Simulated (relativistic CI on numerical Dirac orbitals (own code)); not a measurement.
# Eu LIV (Eu⁵³⁺): levels and lines

What are the lowest levels and the strongest lines of Eu⁵³⁺? One CI run answers it; runs with one setting changed show what the result hangs on.

The numbers are computed with relativistic CI on numerical Dirac orbitals (own code) version 2 (Dirac-Coulomb-Breit CI, KLI orbitals optimised for each configuration, model QED (radiative potential, 1s self-energy scaled to tabulated hydrogen-like ionisation energies)), except any that are marked as measured or tabulated.

## Step 1: The atom as given

* ion: Eu⁵³⁺ (Eu LIV)
* nuclear charge: 63
* electrons: 10
* isotope: A = 153
* first configuration typed: [He] 2s2 2p6

Outer shells as boxes (Hund's rule):

first configuration typed
```
[He] core
2s [↑↓]
2p [↑↓][↑↓][↑↓]
```

## Step 2: The main run

Settings, as recorded:

```ini
atom Eu  Z=63  charge=53  electrons=10
nucleus A=153  rms_radius_fm=5.1115
hamiltonian dirac-coulomb  breit=on  qed=on  c_scale=1
orbitals kli  potential=per-configuration
slater_scale 1
correlation none
mixing on
configurations
  [He] 2s2 2p6
  [He] 2s2 2p5 3s
  [He] 2s2 2p5 3p
  [He] 2s2 2p5 3d
  [He] 2s 2p6 3s
  [He] 2s 2p6 3p
  [He] 2s 2p6 3d
  [He] 2s2 2p5 4s
  [He] 2s2 2p5 4p
  [He] 2s2 2p5 4d
  [He] 2s2 2p5 4f
  [He] 2s 2p6 4s
  [He] 2s2 2p4 3s2
  [He] 2s 2p6 4p
  [He] 2s2 2p4 3s 3p
  [He] 2s 2p6 4d
  [He] 2s2 2p5 5s
  [He] 2s 2p6 4f
  [He] 2s2 2p5 5p
  [He] 2s2 2p5 5d
  [He] 2s2 2p5 5f
  [He] 2s2 2p5 5g
  [He] 2s2 2p4 3s 3d
  [He] 2s2 2p4 3p2
  [He] 2s2 2p4 3p 3d
  [He] 2s 2p5 3s2
  [He] 2s2 2p4 3d2
  [He] 2s 2p5 3s 3p
  [He] 2s 2p5 3s 3d
  [He] 2s 2p5 3p2
  [He] 2s 2p6 5s
  [He] 2s 2p6 5p
  [He] 2s 2p6 5d
  [He] 2s 2p5 3p 3d
  [He] 2s 2p6 5f
  [He] 2s 2p6 5g
end
```

## Step 3: Correlation estimate p86

The settings differ from step 2 so:

```diff
@@ -5,3 +5,3 @@
 slater_scale 1
-correlation none
+correlation p86
 mixing on
```

## Step 4: Without configuration mixing

The settings differ from step 3 so:

```diff
@@ -5,4 +5,4 @@
 slater_scale 1
-correlation p86
-mixing on
+correlation none
+mixing off
 configurations
```

## Step 5: The first configuration alone

Settings, as recorded:

```ini
atom Eu  Z=63  charge=53  electrons=10
nucleus A=153  rms_radius_fm=5.1115
hamiltonian dirac-coulomb  breit=on  qed=on  c_scale=1
orbitals kli  potential=per-configuration
slater_scale 1
correlation none
mixing on
configurations
  [He] 2s2 2p6
end
```

(Steps that only read results are left out.)

Before running it: what results should come out? Wanted: lowest level; first excitation; lowest level of the other parity; fastest E1 line; ionisation energy.

As calculated:

| run | time | mean size of shift, levels followed (cm⁻¹) | lowest level | ionisation energy (eV) |
| --- | --- | --- | --- | --- |
| main run | 2.4 s | 0 | 2p6 1S0 | 10878 |
| correlation estimate p86 | 2.4 s | 11970 | 2p6 1S0 | 10881 |
| without configuration mixing | 2.4 s | 2881 | 2p6 1S0 | - |
| the first configuration alone | 0.034 s | - | 2p6 1S0 | - |

The tabulated theoretical ionisation energy (NIST) is 10880 eV.

```
                                                                        quantity                                        value
                                                                    lowest level                                      2p6 1S0
                                                                first excitation                      2p5 3s 3P°2, 5897.80 eV
                                                lowest level of the other parity                      2p5 3s 3P°2, 5897.80 eV
                                                             levels in the model                                          838
fastest E1 line (by rate) to the lowest level among the lowest 157 of 838 levels  0.1934 nm, from 2p5 3d [2p3/2^3 3d5/2] J=1°
                                                               ionisation energy                                     10878 eV
                                 ionisation energy, tabulated theoretical (NIST)                                     10880 eV
```

**Reading.** 2p6 1S0 comes out lowest; its LS label holds 100 % and its jj label 100 %; over the low levels the means are 72 and 99 %, so jj coupling describes them better. The ionisation energy agrees with the tabulated theoretical value within its uncertainty of 5 eV. Of the changes tried, the run «correlation estimate p86» moves the low levels most, by 11970 cm⁻¹ on average. Lifetimes count radiative decay inside the model alone.
